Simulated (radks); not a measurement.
**Excited configurations of Sm⁺**

An exercise on one series of results from a longer session: the logs are not shown, and one member is left open.

Program: radks (a radial shooting solver on a logarithmic mesh, Libxc functionals) version 1. Level of theory: Dirac Kohn-Sham, LDA (Slater exchange, Perdew-Wang correlation), spin-unpolarised, spherical densities, finite nucleus; open shells fill j = l - 1/2 first. These are calculated values, not measurements, unless marked.

## The system

* element: samarium (Z = 62)
* charge: +1
* electrons: 61
* configuration: [Xe] 4f6 6s1
* nuclear rms radius: 5.0819 fm

The first run:

Settings of this run:

```text
Z 62
configuration [Xe] 4f6 6s1
relativity Dirac
functional lda,pw
spin unpolarised
j_filling energy
nucleus finite rms 5.0819 fm
c 137.035999084
```

Steps of the session up to this table: Ground configuration: [Xe] 4f6 6s1.

One table of the session follows, with a row left open; its other results are not shown here.

It belongs to the step «Ground configuration: [Xe] 4f6 6s1». From the orbitals of this run (lengths in bohr):

```
level     <r>  outermost maximum (interpolated)  90 % within  nodes
4d3/2       ?                                 ?            ?      ?
4d5/2  0.6759                             0.591         1.02      1
5s1/2   1.410                              1.26         2.04      4
5p1/2   1.593                              1.38         2.34      3
5p3/2   1.691                              1.46         2.49      3
4f5/2   1.001                             0.611         1.77      0
6s1/2   3.865                              3.41         5.59      5
4f7/2   1.021                             0.617         1.81      0
```

**Question.** Estimate the row for 4d3/2.

**Answer.** <r>: 0.6654; outermost maximum (interpolated): 0.583; 90 % within: 1.00; nodes: 1. In the column «<r>» it is the lowest.

Limits of these values: Spin polarisation and multiplet splitting are left out, so open shells lie too high by an amount that depends on their filling.
